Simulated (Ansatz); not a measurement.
# Bi2Mo: a closer look at a trial structure

The task, for Bi2Mo: compute bands, density of states and charges.

Computed with Ansatz 0.2.0 (DFT PBE, scalar-relativistic, plane waves, PAW, unless a step's input says otherwise).

1 further run of the same task is left out (set aside as unsound or not needed).

## Step 1: The starting structure

It takes space group Fm-3m (No. 225, cubic). The conventional cell has a = 6.932 Å, b = 6.932 Å, c = 6.932 Å, α = 90.00°, β = 90.00°, γ = 90.00°. Around Bi (site symmetry -43m) lie 4 Mo at 3.00 Å. Around Mo (site symmetry m-3m) lie 8 Bi at 3.00 Å.

As a file:

```
CELL_PARAMETERS angstrom
0.00000 3.46619 3.46619
3.46619 0.00000 3.46619
3.46619 3.46619 0.00000
ATOMIC_POSITIONS crystal
Bi 0.75000 0.75000 0.75000
Bi 0.25000 0.25000 0.25000
Mo 0.00000 0.00000 0.00000
```

The cell was relaxed beforehand at this level, from a database cell with other species swapped in; it needn't be the stable form of this composition. At a tolerance of 0.05 Å it has space group Fm-3m (No. 225); it has 27.76 Å³/atom, an uncorrected energy of +0.64 eV/atom over the elements.

## Step 2: Static run: bands, density of states and charges

The input, input.yaml:

```yaml
crystal:
  lattice:
    - [0.0, 3.4661897496, 3.4661897496]
    - [3.4661897496, 0.0, 3.4661897496]
    - [3.4661897496, 3.4661897496, 0.0]
  atoms:
    - { symbol: Bi, position: [0.75, 0.75, 0.75] }
    - { symbol: Bi, position: [0.25, 0.25, 0.25] }
    - { symbol: Mo, position: [0.0, 0.0, 0.0], spin: 1.81 }
basis:
  ecutwfc: 420
kpoints:
  mp_grid: { grid: [12, 12, 12] }
  band_path:
    path:
      - [[0.0, 0.0, 0.0], [0.5, 0.0, 0.5], [0.625, 0.25, 0.625]]
      - [[0.375, 0.375, 0.75], [0.0, 0.0, 0.0], [0.5, 0.5, 0.5], [0.5, 0.25, 0.75], [0.5, 0.0, 0.5]]
    npoints: 14
hamiltonian:
  xc: pbe
scf:
  occupations: { method: gaussian, width: 0.1 }
  n_extra_bands: 7
output:
  forces: true
  stress: true
  eigenvalues: true
  populations: true
  dos: { projected: true, de: 0.02, nscf_kmesh: { grid: [15, 15, 15] } }
  bader: true
  write_density: true
  write_potential: true
  elf: true
  volumetric_format: npy
magnetization:
  spin_polarized: true
checkpoint:
  read: start.run
  write: ck
  compress: false
  write_wavefunctions: false
  write_every: 100000
```

Command:

```sh
> ansatz run input.yaml --threads 1 --pin off --max-ram 2048MiB --backend cpu --events-out ev --progress --plain --runs-dir out
```

**Question.** What will these runs give? Wanted: gap; states at the Fermi level; Bader charges.

The runs gave:

| quantity | value |
| --- | --- |
| gap | none (metal) |
| states at the Fermi level | 1.87 per eV per cell |
| Bader charges | Bi -0.11, Mo +0.23 e |

It comes out metallic. Of the projected weight within 0.25 eV of the Fermi level, the largest part is Mo 4d (49 %) and Bi 6p (46 %). Bader charges reach 0.2 e, so charge transfer in this metal is small. These runs have no spin-orbit coupling; with Bi it would split and shift bands. Other magnetic orders were not searched.
